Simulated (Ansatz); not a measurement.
Task: a comparison of enthalpies under pressure of two structures of Ag, with Ansatz 0.2.0 through its Python package. Give the script and its output. Level of theory (first run): r2SCAN, PAW, cutoff 550 eV, 10×10×6 k-points, Fermi-Dirac smearing of 0.1 eV.

`transition.py`
```python
'''Enthalpies of two structures of Ag under pressure.'''

import logging
import sys

import ansatz as az
import numpy as np
from tabulate import tabulate

logging.basicConfig(stream=sys.stdout, format='%(levelname)s:%(name)s:%(message)s')
logger = logging.getLogger('ag')
logger.setLevel(logging.INFO)

XC = 'r2scan'
ECUT = 550
MAX_SCF = 150
KSPACING = 0.26
SMEARING = 'fermi_dirac'
SIGMA = 0.1


def hcp(a_site, a):
    return (
        az.Lattice.from_parameters(a, a, 1.633 * a, alpha=90, beta=90, gamma=120)
        .space_group(194)
        .atom(a_site, (1 / 3, 2 / 3, 0.25))
    )


def diamond(A, a):
    return az.Crystal.diamond(A, a=a)


def ground_state(name, crystal, pressure=0.0):
    calc = (
        crystal.calculation()
        .functional(XC)
        .basis(ECUT)
        .accuracy('low')
        .scf(max_iterations=MAX_SCF)
        .kpoints(spacing=KSPACING)
        .occupations(SMEARING, width=SIGMA)
    )
    calc = calc.relax(force_tolerance=0.02, max_steps=60, cell=True, pressure=pressure)
    return calc.run(threads=1)


def volume_per_atom(outcome):
    return abs(np.linalg.det(outcome.lattice.cell_ang)) / len(outcome.lattice.sites)

phases = {}
phases['hcp'] = hcp('Ag', 2.89)
phases['diamond'] = diamond('Ag', 5.62)

# H = E + PV, with 1 eV per cubic angstrom equal to 160.2 GPa
pressures = [0, 15, 30, 45]
enthalpy, volume = {name: [] for name in phases}, {name: [] for name in phases}
for p in pressures:
    for name, crystal in phases.items():
        o = ground_state(name, crystal, pressure=p)
        volume[name].append(volume_per_atom(o))
        enthalpy[name].append(o.report['energy_sigma0_ev'] / len(o.lattice.sites) + p * volume[name][-1] / 160.21766)
gap = np.array(enthalpy['diamond']) - np.array(enthalpy['hcp'])
rows = [(p, va, vb, 1000 * d) for p, va, vb, d in zip(pressures, volume['hcp'], volume['diamond'], gap)]
print(tabulate(rows, headers=['P (GPa)', 'V hcp (A^3/atom)', 'V diamond (A^3/atom)', 'H(diamond) - H(hcp) (meV/atom)'], floatfmt='.4f', tablefmt='plain'))
crossings = [p0 - g0 * (p1 - p0) / (g1 - g0) for p0, p1, g0, g1 in zip(pressures, pressures[1:], gap, gap[1:]) if g0 * g1 < 0]
print('crossing near', [round(float(p), 1) for p in crossings], 'GPa') if crossings else print('no crossing in this range')
```

Running `python transition.py` prints:
```text
  P (GPa)    V hcp (A^3/atom)    V diamond (A^3/atom)    H(diamond) - H(hcp) (meV/atom)
        0             17.3578                 28.2937                          861.3226
       15             15.5810                 22.8364                         1667.6171
       30             14.5313                 20.5594                         2282.0727
       45             13.7877                 19.1190                         2810.9259
no crossing in this range
```

These settings explore the input space; cutoff and mesh may be short of convergence. At a fixed pressure a relaxation lowers the enthalpy F + PV, while F alone can rise. For the metals among these phases the mesh is modest: differences between phases can be off by up to 40 meV an atom. Only these two structures are compared, at zero temperature and with their symmetry kept; either may be hypothetical, and another phase may be lower than both. Differences under about 40 meV an atom lie within the error of mesh and functional. The cells are prototypes set up for this calculation and needn't exist. Run time: 3.4 min on 1 thread of Arm Neoverse V2, on a shared host, peak memory 0.53 GiB.
